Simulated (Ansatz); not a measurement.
# AsH7SSi2: one species, many methods

An exercise on one series of results from a longer session: the logs are not shown, and one member is left open.

Computed with Ansatz 0.2.0, Gaussian basis. Level: functionals in def2-TZVPP, the program's frozen cores in correlated methods.

Plan: PBE-D4, r2SCAN-D4, PBE0-D4, B3LYP-D4, ωB97X-V, ωB97M-V, B2PLYP; CCSD(T)/def2-TZVPP; MP2/def2-QZVPP; extrapolation to the limit.

### The relaxed structure

An earlier PBE0-D4 in a triple-zeta def2 set relaxation fixed the geometry.

SMILES `[SiH3][SiH](S)[AsH2]`, 11 atoms, charge 0, spin multiplicity 1.

Atoms are counted from 1 here; the program's logs count them from 0.

Bond lengths: Si1–Si2 2.335 Å, Si1–H5 1.488 Å, Si1–H6 1.488 Å, Si1–H7 1.487 Å, Si2–S3 2.145 Å, Si2–As4 2.368 Å, Si2–H8 1.490 Å, S3–H9 1.345 Å, As4–H10 1.522 Å, As4–H11 1.524 Å. Angles: Si2–Si1–H5 108.3°, Si2–Si1–H6 112.0°, Si2–Si1–H7 109.0°, H5–Si1–H6 109.1°, H5–Si1–H7 109.1°, H6–Si1–H7 109.3°, Si1–Si2–S3 106.4°, Si1–Si2–As4 113.0°, Si1–Si2–H8 110.8°, S3–Si2–As4 109.3°, S3–Si2–H8 110.7°, As4–Si2–H8 106.7°, Si2–S3–H9 95.3°, Si2–As4–H10 92.3°, Si2–As4–H11 92.3°, H10–As4–H11 92.6°.

Coordinates:

```xyz
11

Si   -1.10901    1.34798   -0.27736
Si   -0.05317   -0.55520    0.56801
S     1.09302    0.08984    2.26234
As    1.38583   -1.58829   -1.00365
H    -1.93541    0.94441   -1.44649
H    -1.98339    1.99739    0.73578
H    -0.07444    2.31710   -0.72555
H    -1.05575   -1.58181    0.97034
H     1.63262   -1.11559    2.51470
H     1.88219   -0.24713   -1.52443
H     0.28280   -1.66570   -2.05308
```

The first run:

in.yaml reads:

```yaml
crystal:
  periodic: [false, false, false]
  atoms:
    - {symbol: Si, position_ang: [-1.109005, 1.347978, -0.277357]}
    - {symbol: Si, position_ang: [-0.053174, -0.555203, 0.568014]}
    - {symbol: S, position_ang: [1.093025, 0.089841, 2.262335]}
    - {symbol: As, position_ang: [1.385828, -1.588290, -1.003654]}
    - {symbol: H, position_ang: [-1.935410, 0.944414, -1.446490]}
    - {symbol: H, position_ang: [-1.983394, 1.997394, 0.735776]}
    - {symbol: H, position_ang: [-0.074441, 2.317102, -0.725554]}
    - {symbol: H, position_ang: [-1.055751, -1.581813, 0.970342]}
    - {symbol: H, position_ang: [1.632622, -1.115594, 2.514695]}
    - {symbol: H, position_ang: [1.882194, -0.247131, -1.524430]}
    - {symbol: H, position_ang: [0.282805, -1.665698, -2.053078]}
basis:
  gaussian: {orbitals: def2-TZVPP}
hamiltonian: {xc: pbe, dispersion: d4}
output: {forces: true, orbitals: {seedname: orbitals}}
```

Run with:

```console
> ansatz run in.yaml --threads 4 --pin off --events-out ev --progress --plain --max-ram 10444MiB
```

Among the steps run: PBE-D4 (GGA); r2SCAN-D4 (meta-GGA); PBE0-D4 (hybrid); B3LYP-D4 (hybrid); ωB97X-V (range-separated); ωB97M-V (range-separated); B2PLYP (double hybrid); CCSD(T) in def2-TZVPP; MP2 in def2-QZVPP.

One of the session's tables, all rows but one given; the rest of the session is left out.

| method | atomisation energy (kJ/mol) |
| --- | --- |
| PBE-D4 | 3063.4 |
| r2SCAN-D4 | 3080.1 |
| PBE0-D4 | 3044.0 |
| B3LYP-D4 | 3075.9 |
| ωB97X-V | 3118.8 |
| ωB97M-V | 3075.3 |
| B2PLYP | 3010.5 |
| HF/def2-TZVPP | 2207.7 |
| MP2/def2-TZVPP | 2946.8 |
| CCSD/def2-TZVPP | 2943.3 |
| CCSD(T)/def2-TZVPP | ? |
| MP2/CBS | 3039.5 |
| CCSD(T)/CBS | 3076.5 |

Q: Estimate the row for CCSD(T)/def2-TZVPP from the others.

The run gave: atomisation energy (kJ/mol): 2983.7. In the column «atomisation energy (kJ/mol)» it lies between MP2/def2-TZVPP (2946.8) and B2PLYP (3010.5).

Caveats from the session: Free atoms (2 Si, 1 S, 1 As, 7 H) were run apart at each level; the atomisation energy is their sum less the molecule, without zero-point or spin-orbit terms.
